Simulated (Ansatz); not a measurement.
# AlCo (rocksalt type): the cost of one run

Method: DFT PBEsol, with the methods named in each step, in Ansatz 0.2.0.

**1. The system as given**

Symmetry: Fm-3m, No. 225, cubic system. Conventional cell: a = 4.733 Å, b = 4.733 Å, c = 4.733 Å, α = 90.00°, β = 90.00°, γ = 90.00°. Co (site symmetry m-3m) is surrounded by 6 Al at 2.37 Å. Al (site symmetry m-3m) has 6 Co at 2.37 Å as nearest neighbours.

Coordinates:

```cif
data_structure
_symmetry_space_group_name_H-M 'Fm-3m'
_symmetry_Int_Tables_number 225
_cell_length_a 4.7328
_cell_length_b 4.7328
_cell_length_c 4.7328
_cell_angle_alpha 90.000
_cell_angle_beta 90.000
_cell_angle_gamma 90.000
_cell_volume 106.01
loop_
_atom_site_label
_atom_site_type_symbol
_atom_site_symmetry_multiplicity
_atom_site_Wyckoff_symbol
_atom_site_fract_x
_atom_site_fract_y
_atom_site_fract_z
_atom_site_occupancy
Co1 Co 4 a 0.00000 0.00000 0.00000 1
Al1 Al 4 b 0.50000 0.00000 0.00000 1
```

The file gives the conventional cell by its symmetry; the runs use the cell typed in the input.

Whether this phase is the stable one at these pressures isn't tested.

Atoms are numbered in the order of the input: Co1, Al2.

**2. The reference volume, LAPW**

The input, input.yaml:

```yaml
crystal:
  lattice:
    - [0.0, 2.3664131613, 2.3664131613]
    - [2.3664131613, 0.0, 2.3664131613]
    - [2.3664131613, 2.3664131613, 0.0]
  atoms:
    - { symbol: Co, position: [0.0, 0.0, 0.0] }
    - { symbol: Al, position: [0.5, 0.5, 0.5] }
kpoints:
  mp_grid: { grid: [15, 15, 15] }
  band_path:
    path:
      - [0.0, 0.0, 0.0]
      - [0.5, 0.0, 0.5]
      - [0.625, 0.25, 0.625]
      - [0.375, 0.375, 0.75]
      - [0.0, 0.0, 0.0]
      - [0.5, 0.5, 0.5]
      - [0.5, 0.25, 0.75]
      - [0.5, 0.0, 0.5]
    npoints: 14
scf:
  occupations: { method: fermi_dirac, width: 0.05 }
hamiltonian:
  xc: pbesol
  pseudopotentials: { kind: all_electron, lapw: { basis_error: 0.001 } }
output:
  forces: true
  stress: true
  eigenvalues: true
  populations: true
  dos: { projected: true, de: 0.2, e_range: [-14, 8] }
```

Launch:

```bash
$ ansatz run input.yaml --threads 1 --pin off --max-ram 2048MiB --backend cpu --events-out ev --progress --plain --runs-dir out
```

**Question.** How long does this run take on 1 thread of Arm Neoverse V2, shared host, and how much memory does it need?

About 27 s, with a peak of 0.44 GiB.
